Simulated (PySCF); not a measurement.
# TaSH₃: relaxation and vibrations of the singlet

Aim: relax TaSH₃ as a singlet from a PBE0 minimum start, check by its vibrations whether the end is a minimum, and collect its spectrum and constants.

Program: PySCF 2.14.0. Level of theory: PBE0, basis Ta def2-TZVP with ECP60, S def2-TZVP, H def2-TZVP, scalar-relativistic core potentials, no spin–orbit coupling, density fitting. These are calculated values, not measurements.

## Step 1: Where the work starts

5 atoms, charge 0, spin multiplicity 1.

Bond lengths: Ta1–S2 2.122 Å, Ta1–H3 1.774 Å, Ta1–H4 1.774 Å, Ta1–H5 1.774 Å. Angles: S2–Ta1–H3 103.3°, S2–Ta1–H4 103.3°, S2–Ta1–H5 103.3°, H3–Ta1–H4 114.8°, H3–Ta1–H5 114.8°, H4–Ta1–H5 114.8°.

```xyz
5
charge 0 multiplicity 1
Ta    0.0000    0.2600    0.1659
S     0.0000   -1.5286   -0.9757
H    -0.0002    1.5339   -1.0688
H     1.4950    0.1408    1.1136
H    -1.4949    0.1406    1.1139
```

## Step 2: Finding the electronic state

One driver script runs all steps and calls PySCF; scf.py shows how it sets up the SCF of each step. The optimiser is the driver's own. After this first run the driver tries any further starts and a stability analysis.

Input file scf.py:

```python
from pyscf import gto, scf, dft
mol = gto.M(atom='''
Ta     0.000000     0.259975     0.165949
S     -0.000000    -1.528565    -0.975723
H     -0.000167     1.533886    -1.068811
H      1.495037     0.140765     1.113648
H     -1.494870     0.140610     1.113891''',
    basis={'Ta': 'def2-TZVP', 'S': 'def2-TZVP', 'H': 'def2-TZVP'},
    ecp={'Ta': 'def2-TZVP'},
    charge=0, spin=0)
mf = dft.RKS(mol, xc='PBE0')
mf.grids.atom_grid = (50, 194)
aux = {'Ta': 'def2-universal-JKFIT', 'S': 'def2-universal-JKFIT', 'H': 'def2-universal-JKFIT'}
mf = mf.density_fit(auxbasis=aux)
mf.conv_tol = 1e-08
mf.diis_space = 10
mf.max_cycle = 60
mf.init_guess = 'minao'
mf.verbose = 4
mf.kernel()
```

Launch:

```bash
$ OMP_NUM_THREADS=2 python axn.py task.json out
```

Standard output:

```text
init E= -437.245856051936
  HOMO = -0.502629692060718  LUMO = -0.353259360394386  gap/eV = 4.06457
cycle= 1 E= -456.543599822417  delta_E= -19.3  |g|= 1.08  |ddm|= 7.48
  HOMO = -0.187553251303095  LUMO = 0.0590717401459339  gap/eV = 6.71101
cycle= 2 E= -455.882815393484  delta_E= 0.661  |g|= 1.64  |ddm|= 2.33
  HOMO = -0.277234295029875  LUMO = -0.102216947758851  gap/eV = 4.76246
cycle= 3 E= -456.8282832042  delta_E= -0.945  |g|= 0.314  |ddm|= 1.69
  HOMO = -0.330079670545777  LUMO = -0.109788086832482  gap/eV = 5.99444
cycle= 4 E= -456.848923158515  delta_E= -0.0206  |g|= 0.189  |ddm|= 0.374
  HOMO = -0.307329331140116  LUMO = -0.103181152784056  gap/eV = 5.55515
cycle= 5 E= -456.859024466105  delta_E= -0.0101  |g|= 0.0249  |ddm|= 0.158
  HOMO = -0.306856737362691  LUMO = -0.100746396671205  gap/eV = 5.60855
cycle= 6 E= -456.859164553622  delta_E= -0.00014  |g|= 0.00635  |ddm|= 0.022
  HOMO = -0.306982835455629  LUMO = -0.101048407128942  gap/eV = 5.60376
cycle= 7 E= -456.859175841995  delta_E= -1.13e-05  |g|= 0.00172  |ddm|= 0.00596
  HOMO = -0.306967395765031  LUMO = -0.101124673014071  gap/eV = 5.60127
cycle= 8 E= -456.859176729719  delta_E= -8.88e-07  |g|= 0.000502  |ddm|= 0.00146
  HOMO = -0.306974699625231  LUMO = -0.101166268446082  gap/eV = 5.60033
cycle= 9 E= -456.859176824177  delta_E= -9.45e-08  |g|= 3.94e-05  |ddm|= 0.000549
  HOMO = -0.306971787541504  LUMO = -0.101159177372203  gap/eV = 5.60045
cycle= 10 E= -456.859176825093  delta_E= -9.16e-10  |g|= 6.46e-06  |ddm|= 5.76e-05
  HOMO = -0.306970999695903  LUMO = -0.10115838554908  gap/eV = 5.60045
Extra cycle  E= -456.859176825094  delta_E= -9.09e-13  |g|= 9.46e-06  |ddm|= 1.44e-05
converged SCF energy = -456.859176825094
```

This step, with its further starts and checks, needed 5.8 s of wall time on 2 threads of Arm Neoverse N1, shared host.

The test of internal stability found no lower closed-shell solution.

## Step 3: PBE0 minimum start, singlet: relaxation

The program finds C3v symmetry in the start, which this walk keeps. The walk stops when the largest gradient is under 0.0003 Eh/bohr and the energy has settled too.

scf.py, as its differences from that of step 2:

```diff
@@ -18 +17,0 @@
-mf.init_guess = 'minao'
```

Steps of the walk:

```csv
step,energy (Eh),change (kJ/mol),largest symmetric gradient (Eh/bohr)
0,-456.859177,0.00,0.00008
```

The walk took 2.9 s.

After 0 steps and 0.0 kJ/mol it ends at C3v: Ta–H 1.774 Å (×3), Ta–S 2.122 Å; H–Ta–H 114.8° (×3), H–Ta–S 103.3° (×3).

## Step 4: Hessian and properties

The point is checked on the finer grid, and tightened if its gradient asks for it. The Hessian and the dipole derivatives come from central differences of analytic gradients, with steps of 0.02 bohr.

scf.py, as its differences from that of step 3:

```diff
@@ -3,5 +3,5 @@
-Ta     0.000000     0.259975     0.165949
-S     -0.000000    -1.528565    -0.975723
-H     -0.000167     1.533886    -1.068811
-H      1.495037     0.140765     1.113648
-H     -1.494870     0.140610     1.113891''',
+Ta     0.000000     0.259899     0.165900
+S     -0.000000    -1.528691    -0.975803
+H     -0.000167     1.533842    -1.068595
+H      1.494859     0.140887     1.113604
+H     -1.494692     0.140732     1.113848''',
@@ -12 +12 @@
-mf.grids.atom_grid = (50, 194)
+mf.grids.atom_grid = (75, 302)
@@ -15 +15 @@
-mf.conv_tol = 1e-08
+mf.conv_tol = 1e-10
```

The driver hands on the density of the step before, so the log starts near convergence.

Log of the central SCF (cycles and frontier levels):

```text
init E= -456.8592914202
  HOMO = -0.306957579026273  LUMO = -0.101160516625462  gap/eV = 5.60002
cycle= 1 E= -456.859291420115  delta_E= 8.47e-11  |g|= 1.85e-05  |ddm|= 1.84e-05
  HOMO = -0.306960913596063  LUMO = -0.101157091272411  gap/eV = 5.60021
cycle= 2 E= -456.859291419348  delta_E= 7.67e-10  |g|= 5.37e-05  |ddm|= 5.14e-05
  HOMO = -0.306959133109702  LUMO = -0.101160116626821  gap/eV = 5.60008
cycle= 3 E= -456.85929142021  delta_E= -8.62e-10  |g|= 3.16e-06  |ddm|= 3.91e-05
  HOMO = -0.306958749725096  LUMO = -0.101159828949025  gap/eV = 5.60007
cycle= 4 E= -456.859291420212  delta_E= -2.16e-12  |g|= 4.85e-08  |ddm|= 2.47e-06
  HOMO = -0.30695876162873  LUMO = -0.101159835193194  gap/eV = 5.60007
Extra cycle  E= -456.859291420215  delta_E= -2.61e-12  |g|= 5.58e-08  |ddm|= 9.67e-08
converged SCF energy = -456.859291420215
```

The whole step took 59 s.

Geometry: C3v; Ta–H 1.774 Å (×3), Ta–S 2.122 Å; H–Ta–H 114.8° (×3), H–Ta–S 103.3° (×3).

Harmonic modes (main isotopes):

```tsv
symmetry	ω (cm⁻¹)	IR (km/mol)
e	487	0.5
a1	537	1.5
a1	666	137
e	748	132
e	1870	568
a1	1893	168
```

Every mode is real; the point is a minimum.

Constants and moments:

| Quantity | Value |
| --- | --- |
| Dipole moment | 2.42 D |
| Highest occupied level | -8.35 eV |
| Lowest empty level | -2.75 eV |
| Rotational constants | 1.872, 0.1313, 0.1313 cm⁻¹ |
| Zero-point energy | 55.7 kJ/mol |
| Principal polarisabilities | 53.2, 53.2, 78.6 bohr³ |
| Atomisation energy without zero-point energy | 1470 kJ/mol |
| Principal traceless quadrupole moments about the centre of mass | -1.25, -1.25, 2.51 D Å |
| Entropy at 298.15 K and 1 bar | 276.6 J/(mol K) |
| Heat capacity Cp at 298.15 K | 59.0 J/(mol K) |
| Enthalpy at 298.15 K above 0 K | 12.50 kJ/mol |
| Rotational symmetry number | 3 |

Charges (e) and bond orders:

```csv
atom,Mulliken,Löwdin,polar tensor,Mayer order to Ta1
Ta1,0.63,0.18,1.29,–
S2,-0.27,0.15,-0.47,2.48
"H3,4,5",-0.12,-0.11,-0.27,0.97
```

Mulliken populations on Ta1 (outside its core potential): s 2.77, p 6.50, d 3.05, f 0.05.

## Step 5: Outcome

| quantity | value |
| --- | --- |
| minimum | singlet, C3v |
| geometry | Ta–H 1.774 Å (×3), Ta–S 2.122 Å; H–Ta–H 114.8° (×3), H–Ta–S 103.3° (×3) |
| wavenumbers (cm⁻¹) | 487 (e), 537 (a1), 666 (a1), 748 (e), 1870 (e), 1893 (a1) |
| dipole moment | 2.42 D |
| highest occupied, lowest empty level | -8.35, -2.75 eV |
| polar-tensor charge of Ta1 | +1.29 e |
| zero-point energy | 55.7 kJ/mol |
| entropy at 298.15 K | 276.6 J/(mol K) |
| atomisation energy (no zero-point energy) | 1470 kJ/mol |

What this shows: The molecule stays C3v, as typed, and the end point is a minimum. The strongest infrared band lies at 1870 cm⁻¹ (e, stretch). Only this shape and spin were tried, so other structures or states may lie lower. Whether spin polarisation would lower the closed shell was not checked. Spin–orbit coupling, left out here, can matter for elements this heavy.

The search up to here took 68 s.
